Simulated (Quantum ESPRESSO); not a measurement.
The system is Be2Te.

```
CELL_PARAMETERS angstrom
3.65917 0.00000 0.00000
-1.82959 3.16894 0.00000
0.00000 0.00000 4.17516
ATOMIC_POSITIONS crystal
Be 0.33333 0.66667 0.64146
Be 0.66667 0.33333 0.35854
Te 0.00000 0.00000 0.00000
```

The cell was built by a generator and needn't be a form met in nature.

- Program: Quantum ESPRESSO 7.5
- Task: phonon dispersion
- Functional: PBE
- Potentials or basis: GBRV 1.5 PBE
- Cutoff: 612 eV
- Density cutoff: 4898 eV
- k mesh: 6 × 6 × 6
- Occupations: cold, width 0.2 eV
- Spin: no spin polarisation
- Mixing beta: 0.5
- Most SCF iterations: 120
- SCF threshold: 6e-10 Ry
- q mesh: 2 × 2 × 2

The cell and the atoms were relaxed first, to 16.23 Å³/atom (a = 3.650 Å, b = 3.651 Å, c = 4.219 Å, α = 90.00°, β = 90.00°, γ = 120.00°), and the response was taken there.

```
Be Te
1.0
     3.65047   -0.00002    0.00001
    -1.82526    3.16143    0.00001
     0.00002    0.00002    4.21874
Be Te
2 1
Direct
  0.33333 0.66667 0.64228
  0.66667 0.33333 0.35772
  0.00000 0.00000 0.00000
```

**Question.** Is this structure dynamically stable at this level, and how far does the spectrum reach?

**Answer.** No: the interpolated spectrum has imaginary modes, down to 37i cm⁻¹ near L. The highest frequency is 365 cm⁻¹.

Phonon frequencies at the corners of the path (cm⁻¹, interpolated; i marks imaginary ones):
```csv
point,frequencies
Γ,0 0 0 134 151 151 283 283 347
M,11 51 100 180 206 263 293 311 343
K,54 80 80 181 232 232 320 320 333
A,18 18 54 216 216 283 314 314 333
L,37i 27 115 132 135 150 301 306 365
H,46 98 98 107 107 163 300 328 328
```

Phonon states per cell in windows of 20 cm⁻¹ (negative: imaginary):
| from (cm⁻¹) | total | Be | Te |
| --- | --- | --- | --- |
| -40 | 0.08 | 0.01 | 0.06 |
| -20 | 0.13 | 0.02 | 0.11 |
| 0 | 0.31 | 0.03 | 0.28 |
| 20 | 0.64 | 0.06 | 0.58 |
| 40 | 0.82 | 0.07 | 0.75 |
| 60 | 0.21 | 0.02 | 0.20 |
| 80 | 0.57 | 0.08 | 0.49 |
| 100 | 0.25 | 0.06 | 0.20 |
| 120 | 0.13 | 0.10 | 0.02 |
| 140 | 0.41 | 0.35 | 0.06 |
| 160 | 1.13 | 0.99 | 0.14 |
| 180 | 0.52 | 0.48 | 0.03 |
| 200 | 0.38 | 0.36 | 0.03 |
| 220 | 0.28 | 0.27 | 0.01 |
| 240 | 0.11 | 0.10 | 0.00 |
| 260 | 0.02 | 0.02 | 0.00 |
| 280 | 0.48 | 0.48 | 0.01 |
| 300 | 1.25 | 1.24 | 0.02 |
| 320 | 0.83 | 0.83 | 0.01 |
| 340 | 0.42 | 0.42 | 0.00 |
| 360 | 0.01 | 0.01 | 0.00 |

A q mesh this small can miss soft modes between its points.

Caveat: the k mesh is coarse; the mesh is thin for the phonons of a metal; some modes are imaginary; the layers were relaxed without a dispersion term, so their spacing and the soft interlayer modes are unreliable; the q mesh is small, so phonon branches between its points and thermal values are rough.
